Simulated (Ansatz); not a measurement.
**Si (triplet): energies up the ladder**

Wanted for Si (triplet): energies up the ladder. Spin multiplicity 3.

Method: the levels named in each step, in Ansatz 0.2.0.

## (1) The starting structure

Structure file:

```xyz
1

Si    0.0000    0.0000    0.0000
```

## (2) Single point, PBE0/def2-TZVPP

The input, input.yaml:

```yaml
crystal:
  periodic: [false, false, false]
  atoms:
    - { symbol: Si, position_ang: [0.0, 0.0, 0.0] }
magnetization:
  spin_polarized: true
  initial_magnetization: 2
basis:
  gaussian: { orbitals: def2-TZVPP }
hamiltonian:
  xc: pbe0
```

Run with:

```bash
$ ansatz run input.yaml --threads 1 --pin off --max-ram 2560MiB --backend cpu --events-out ev --progress --plain --runs-dir out
```

Further steps of the session: Single point, PBE/def2-TZVPP; Single point, r2SCAN/def2-TZVPP; Single point, B3LYP/def2-TZVPP; Single point, wB97M-V/def2-TZVPP; Single point, B2PLYP/def2-TZVPP; Single point, LDA/def2-TZVPP; Single point, PBE0/def2-SVP; Single point, PBE/def2-SVP; Single point, CCSD(T)/def2-TZVPP; Single point, CCSD(T)/def2-QZVPP.

Q: Predict the outcome of this session. Wanted: energy at CCSD(T)/CBS.

**Answer**, as computed:

```
             quantity         value
energy at CCSD(T)/CBS  -7862.500 eV
```

**Reading.** These totals serve in differences with atoms or fragments at the same level; alone they don't rank the methods.
